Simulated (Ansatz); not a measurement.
**BrClFGa: how energies converge with the basis set**

An exercise on one series of results from a longer session: the logs are not shown, and one member is left open.

Program: Ansatz 0.2.0, Gaussian basis. Level of theory: one geometry, several basis sets. These are calculated values, not measurements.

The runs, in order: PBE0-D4/def2-SVP; ωB97M-V/def2-SVP; PBE0-D4/def2-QZVPP; ωB97M-V/def2-QZVPP; the functionals' def2-TZVPP values are taken from earlier runs.

### Structure used throughout

An earlier PBE0-D4 in a triple-zeta def2 set relaxation fixed the geometry.

SMILES `[F][Ga]([Cl])[Br]`, 4 atoms, charge 0, spin multiplicity 1.

Atoms are counted from 1 here; the program's logs count them from 0.

Bond lengths: F1–Ga2 1.735 Å, Ga2–Cl3 2.107 Å, Ga2–Br4 2.246 Å. Angles: F1–Ga2–Cl3 117.5°, F1–Ga2–Br4 118.6°, Cl3–Ga2–Br4 123.8°.

The first run:

in.yaml reads:

```yaml
crystal:
  periodic: [false, false, false]
  atoms:
    - {symbol: F, position_ang: [-1.168744, -0.639843, 1.230793]}
    - {symbol: Ga, position_ang: [-0.032540, -0.039329, 0.065340]}
    - {symbol: Cl, position_ang: [1.990252, -0.577117, 0.310107]}
    - {symbol: Br, position_ang: [-0.788969, 1.256289, -1.606240]}
basis:
  gaussian: {orbitals: def2-SVP}
hamiltonian: {xc: pbe0, dispersion: d4}
output: {orbitals: {seedname: orbitals}}
```

Among the steps run: PBE0-D4 in def2-SVP; ωB97M-V in def2-SVP; PBE0-D4 in def2-QZVPP; ωB97M-V in def2-QZVPP.

One table of the session follows, with a row left open; its other results are not shown here.

It belongs to the step «Functionals by basis». 

| functional | basis | HOMO (eV) | LUMO (eV) |
| --- | --- | --- | --- |
| PBE0-D4 | def2-SVP | -9.10 | -1.98 |
| PBE0-D4 | def2-TZVPP | -9.20 | -2.10 |
| PBE0-D4 | def2-QZVPP | -9.22 | -2.17 |
| ωB97M-V | def2-SVP | -11.28 | 0.04 |
| ωB97M-V | def2-TZVPP | ? | ? |
| ωB97M-V | def2-QZVPP | -11.45 | -0.32 |

**Question.** Estimate the row for ωB97M-V, def2-TZVPP.

**Answer.** HOMO (eV): -11.43; LUMO (eV): -0.14. In the column «HOMO (eV)» it lies between ωB97M-V, def2-QZVPP (-11.45) and ωB97M-V, def2-SVP (-11.28).
